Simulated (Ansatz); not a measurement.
# CH₅NOSi: a ladder of functionals and wavefunction methods

An exercise on one series of results from a longer session: the logs are not shown, and one member is left open.

Program: Ansatz 0.2.0, Gaussian basis. Level of theory: functionals in def2-TZVPP, the program's frozen cores in correlated methods. These are calculated values, not measurements.

Plan: LDA (SPW92), PBE-D4, revPBE-D4, BLYP-D4, r2SCAN-D4, B97M-V, PBE0-D4, B3LYP-D4, r2SCANh-D4, r2SCAN0-D4, HSE06-D4, BHLYP-D4, CAM-B3LYP-D4, LC-ωPBE, ωB97X-V, ωB97M-V, B2PLYP, PBE-QIDH; CCSD(T)/def2-SVP; CCSD(T)/def2-TZVPP; MP2/def2-QZVPP; extrapolation to the limit; RPA on PBE.

1 further run of the same task is left out (it didn't finish).

**The relaxed structure**

The geometry comes from an earlier relaxation with PBE0-D4 in a triple-zeta def2 set; it is a stationary point, not always the lowest conformer.

SMILES `C1N[SiH2]O1`, 9 atoms, charge 0, spin multiplicity 1.

Atoms are counted from 1 here; the program's logs count them from 0.

Bond lengths: C1–N2 1.468 Å, C1–O4 1.436 Å, C1–H5 1.095 Å, C1–H6 1.097 Å, N2–Si3 1.726 Å, N2–H7 1.006 Å, Si3–O4 1.668 Å, Si3–H8 1.491 Å, Si3–H9 1.484 Å. Angles: N2–C1–O4 99.7°, N2–C1–H5 113.1°, N2–C1–H6 113.7°, O4–C1–H5 109.5°, O4–C1–H6 110.7°, H5–C1–H6 109.7°, C1–N2–Si3 87.4°, C1–N2–H7 118.3°, Si3–N2–H7 129.6°, N2–Si3–O4 81.7°, N2–Si3–H8 118.1°, N2–Si3–H9 117.7°, O4–Si3–H8 115.5°, O4–Si3–H9 114.4°, H8–Si3–H9 107.9°, C1–O4–Si3 90.7°.

Coordinates:

```xyz
9
CH5NOSi
C    -0.80082    0.72962    0.12172
N    -0.09076    0.03896   -0.96118
Si    0.72721   -0.86705    0.25950
O    -0.32079   -0.02369    1.24606
H    -1.88966    0.63065    0.05392
H    -0.53163    1.78852    0.22059
H     0.28735    0.59176   -1.71130
H     2.17621   -0.59661    0.48084
H     0.53149   -2.33847    0.27285
```

Set-up of the first run:

File in.yaml:

```yaml
crystal:
  periodic: [false, false, false]
  atoms:
    - {symbol: C, position_ang: [-0.800821, 0.729622, 0.121725]}
    - {symbol: N, position_ang: [-0.090764, 0.038960, -0.961183]}
    - {symbol: Si, position_ang: [0.727212, -0.867051, 0.259505]}
    - {symbol: O, position_ang: [-0.320789, -0.023690, 1.246060]}
    - {symbol: H, position_ang: [-1.889661, 0.630652, 0.053917]}
    - {symbol: H, position_ang: [-0.531625, 1.788521, 0.220586]}
    - {symbol: H, position_ang: [0.287348, 0.591764, -1.711296]}
    - {symbol: H, position_ang: [2.176211, -0.596611, 0.480837]}
    - {symbol: H, position_ang: [0.531488, -2.338466, 0.272851]}
basis:
  gaussian: {orbitals: def2-TZVPP}
hamiltonian: {xc: lda}
output: {orbitals: {seedname: orbitals}}
```

Among the steps run: LDA; PBE-D4 (GGA); revPBE-D4 (GGA); BLYP-D4 (GGA); r2SCAN-D4 (meta-GGA); B97M-V (meta-GGA); PBE0-D4 (hybrid); B3LYP-D4 (hybrid); r2SCANh-D4 (hybrid); r2SCAN0-D4 (hybrid); HSE06-D4 (hybrid); BHLYP-D4 (hybrid); CAM-B3LYP-D4 (range-separated); LC-ωPBE (range-separated); ωB97X-V (range-separated); ωB97M-V (range-separated); B2PLYP (double hybrid); PBE-QIDH (double hybrid).

One table of the session follows, with a row left open; its other results are not shown here.

It belongs to the step «Frontier levels by functional». 

| functional | HOMO (eV) | gap (eV) |
| --- | --- | --- |
| LDA (SPW92) | -5.80 | 4.37 |
| PBE-D4 | -5.71 | 4.52 |
| revPBE-D4 | -5.67 | 4.59 |
| BLYP-D4 | -5.61 | 4.55 |
| r2SCAN-D4 | -5.98 | 5.22 |
| B97M-V | ? | ? |
| PBE0-D4 | -7.11 | 6.83 |
| B3LYP-D4 | -6.90 | 6.38 |
| r2SCANh-D4 | -6.51 | 6.05 |
| r2SCAN0-D4 | -7.30 | 7.28 |
| HSE06-D4 | -6.70 | 6.05 |
| BHLYP-D4 | -8.46 | 9.05 |
| CAM-B3LYP-D4 | -8.53 | 9.23 |
| LC-ωPBE | -9.89 | 11.82 |
| ωB97X-V | -9.54 | 11.31 |
| ωB97M-V | -9.44 | 10.87 |

**Question.** Estimate the row for B97M-V.

The run gave: HOMO (eV): -6.14; gap (eV): 5.16. In the column «HOMO (eV)» it lies between r2SCANh-D4 (-6.51) and r2SCAN-D4 (-5.98).
